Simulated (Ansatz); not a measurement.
This script drives the Ansatz DFT code, driven from Python.

Script `run_field.py`:
```python
# -*- coding: utf-8 -*-
"""Response of C2H3NTe to a pair of distant point charges."""

import ansatz as az
import numpy as np

GEOMETRY = """
N    -0.06400    1.00350    1.44130
C    -0.12490    0.08340    0.41270
C    -0.16130   -0.74090   -0.47540
Te   -0.06690   -2.16870   -1.98360
H     0.12040    2.03400    1.18830
H    -0.33710    0.78910    2.40940
H     0.69510   -1.06850   -3.03850
"""


def main():
    c2h3nte = az.Crystal.molecule()
    for line in GEOMETRY.strip().splitlines():
        symbol, *xyz = line.split()
        c2h3nte = c2h3nte.atom(symbol, [float(v) for v in xyz])

    job = (
        c2h3nte.calculation()
        .basis(gaussian="def2-SVPD")
        .functional("b3lyp")
        .forces()
    )
    # charges +q and -q at -R and +R make a nearly even field 2 k q / R^2 at the centre
    centre = np.mean([site.position_ang for site in c2h3nte.cartesian_sites], axis=0)
    field = 2 * 14.399645 * 3.0 / 40.0 ** 2


    def dipole(axis, sign):
        arm = 40.0 * np.eye(3)[axis]
        pair = [{"charge": sign * 3.0, "position_ang": (centre - arm).tolist()}, {"charge": -sign * 3.0, "position_ang": (centre + arm).tolist()}]
        deck = job.input().set(az.key.basis.gaussian.point_charges, pair)
        return np.array(az.Session.from_dict(deck).plan().execute().report["charge_distribution"]["dipole_moment_e_ang"])


    print(f"field {field:.4f} V/A")
    alpha = np.array([(dipole(axis, 1) - dipole(axis, -1)) / (2 * field) * 14.399645 for axis in range(3)])
    print("polarisability tensor (A^3)")
    print(np.array2string(alpha, precision=3, suppress_small=True))
    print(f"mean {np.trace(alpha) / 3:.3f} A^3 = {np.trace(alpha) / 3 / 0.14818471:.2f} bohr^3")


if __name__ == "__main__":
    main()
```

It is started by `python run_field.py`. Estimate its wall time and peak memory on 1 thread of Arm Neoverse V2, on a shared host.

It took about 29 s, with a peak of 0.33 GiB, for 6 runs of the engine.

```console
$ python run_field.py
field 0.0540 V/A
polarisability tensor (A^3)
[[ 8.725 -0.022 -0.161]
 [-0.026 12.549  3.946]
 [-0.165  3.942 13.629]]
mean 11.634 A^3 = 78.51 bohr^3
```

The geometry is a force-field or estimated start, not a minimum of this method, and the basis set is short of its limit. The field of two point charges is only nearly even. def2 sets replace the cores of elements past krypton by effective core potentials. b3lyp holds the VWN-RPA fit, as in Gaussian; the form of ORCA and Turbomole is b3lyp5.
